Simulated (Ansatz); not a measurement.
**C2H4NOSi (SMILES C[SiH]N=C=O): UMP2/def2-SVP**

What is the vertical doublet–quartet gap of C2H4NOSi at UMP2/def2-SVP? 

Program for the calculation: Ansatz 0.2.0.

104 further runs of the same task are left out: 104 set aside as unsound or not needed.

### Step 1. The system as given

C2H4NOSi: 9 atoms, total charge 0, spin state doublet. SMILES: `C[SiH]N=C=O`. The shape is that of a PBE0-D4/def2-TZVP optimisation. This is one conformer, not always the lowest.

Bond lengths: C1–Si2 1.865 Å, Si2–N3 1.715 Å, N3–C4 1.195 Å, C4–O5 1.166 Å, C1–H6 1.094 Å, C1–H7 1.091 Å, C1–H8 1.092 Å, Si2–H9 1.490 Å. Some angles: C1–Si2–N3 109.4°, Si2–N3–C4 161.1°, N3–C4–O5 178.3°, C1–Si2–H9 111.9°, N3–Si2–H9 107.3°, Si2–C1–H6 110.2°, Si2–C1–H7 111.1°, Si2–C1–H8 110.1°, H6–C1–H7 108.5°, H6–C1–H8 108.5°.

### Step 2. The energy at UMP2/def2-SVP

The input, molecule.yaml:

```yaml
crystal:
  periodic: [false, false, false]
  atoms:
    - {symbol: C, position_ang: [-0.230800, 0.936500, 1.233300]}
    - {symbol: Si, position_ang: [-0.019100, 0.717300, -0.606900]}
    - {symbol: N, position_ang: [0.147000, -0.951200, -0.966600]}
    - {symbol: C, position_ang: [-0.027700, -2.022300, -1.465700]}
    - {symbol: O, position_ang: [-0.174100, -3.081100, -1.930900]}
    - {symbol: H, position_ang: [0.625000, 0.510600, 1.765400]}
    - {symbol: H, position_ang: [-1.138100, 0.442600, 1.585600]}
    - {symbol: H, position_ang: [-0.298200, 1.998600, 1.479400]}
    - {symbol: H, position_ang: [1.204500, 1.402700, -1.110500]}
basis:
  gaussian: {orbitals: def2-SVP}
correlation: {method: mp2, frozen_orbitals: {C: 1, H: 0, "N": 1, O: 1, Si: 5}}
accuracy: high
magnetization: {spin_polarized: true, initial_magnetization: 1}
```

Command:

```console
$ ansatz run molecule.yaml --threads 1 --pin off --max-ram 3480MiB --events-out events.jsonl --progress --plain --runs-dir runs
```

The log of the run:

```text
Warning: RAYON_NUM_THREADS=1 ignored (pool sized by the plan → 1); use --threads N
Functional definition: HF
  name "HF"
  exchange = exact_x
  correlation = 0
2091 factors; integrals over basis functions are off by at most 3.8e-9 eV
mean field evaluation 1: about -13495.3142 eV, gradient 2.7e1 eV
mean field evaluation 2: about -13495.4263 eV, gradient 2.7e1 eV
mean field evaluation 4: about -13498.8959 eV, gradient 3.1e0 eV
mean field evaluation 8: about -13498.9845 eV, gradient 1.9e-1 eV
mean field evaluation 16: about -13498.9851 eV, gradient 5.6e-8 eV
mean field -13498.98514694 eV, -496.0785542092 hartree, gradient 5.6e-8 eV, S^2 0.753992; 0 other end points of the search recorded, 0 dependent functions left out
9 core orbitals not correlated: weight in the atoms' cores, before any rotation towards them, 1.000 or more for the frozen orbitals, at most 0.000 for the correlated occupied ones
reference -13498.98514694 eV, -496.0785542092 hartree; 14, 13 occupied and 71, 72 virtual orbitals, 2091 factors
second order -18.45120663 eV of doubles, -0.00000000 eV of singles
Total energy: -13517.43635357 eV, -496.7566235462 hartree
```

Run time: 5.4 s. Hardware: 1 thread of Arm Neoverse V1, shared host; peak memory 0.34 GiB.

### Step 3. The quartet at the same level

The input, in.yaml:

```yaml
crystal:
  periodic: [false, false, false]
  atoms:
    - symbol: C
      position_ang: [-0.230800, 0.936500, 1.233300]
    - symbol: Si
      position_ang: [-0.019100, 0.717300, -0.606900]
    - symbol: "N"
      position_ang: [0.147000, -0.951200, -0.966600]
    - symbol: C
      position_ang: [-0.027700, -2.022300, -1.465700]
    - symbol: O
      position_ang: [-0.174100, -3.081100, -1.930900]
    - symbol: H
      position_ang: [0.625000, 0.510600, 1.765400]
    - symbol: H
      position_ang: [-1.138100, 0.442600, 1.585600]
    - symbol: H
      position_ang: [-0.298200, 1.998600, 1.479400]
    - symbol: H
      position_ang: [1.204500, 1.402700, -1.110500]
basis:
  gaussian:
    orbitals: def2-SVP
magnetization:
  spin_polarized: true
  initial_magnetization: 3
correlation:
  method: mp2
  frozen_orbitals: {C: 1, H: 0, "N": 1, O: 1, Si: 5}
accuracy: high
```

Command:

```console
$ ansatz run in.yaml --threads 1 --pin off --max-ram 3480MiB --events-out events.jsonl --progress --plain --runs-dir runs
```

The log of the run, cut to the lines that bear on the results:

```text
Warning: RAYON_NUM_THREADS=1 ignored (pool sized by the plan → 1); use --threads N
[... 2 set-up lines as earlier in the session ...]
[...]
2091 factors; integrals over basis functions are off by at most 3.8e-9 eV
[...]
mean field -13492.39481382 eV, -495.8363639341 hartree, gradient 7.6e-8 eV, S^2 3.773304; 11 other end points of the search recorded, 0 dependent functions left out
9 core orbitals not correlated: weight in the atoms' cores, before any rotation towards them, 1.000 or more for the frozen orbitals, at most 0.000 for the correlated occupied ones
reference -13492.39481382 eV, -495.8363639341 hartree; 15, 12 occupied and 70, 73 virtual orbitals, 2091 factors
second order -17.20264760 eV of doubles, -0.00000000 eV of singles
Total energy: -13509.59746142 eV, -496.4685495731 hartree
```

Wall time 29 s (1 thread of Arm Neoverse V1, shared host); peak memory 0.48 GiB.

### Step 4. Outcome

Level: UMP2/def2-SVP, 9 core orbitals frozen.

| quantity | value |
| --- | --- |
| doublet: total energy | -496.75662 Eh |
| doublet: correlation energy (9 core orbitals frozen) | -678.1 mEh |
| doublet: ⟨S²⟩ of the reference determinant | 0.754 |
| quartet: total energy | -496.46855 Eh |
| quartet: correlation energy (9 core orbitals frozen) | -632.2 mEh |
| quartet: ⟨S²⟩ of the reference determinant | 3.773 |
| vertical energy of the quartet above the doublet | 7.839 eV |

**Reading.** At this shape the quartet lies 7.84 eV (181 kcal/mol) above the doublet.
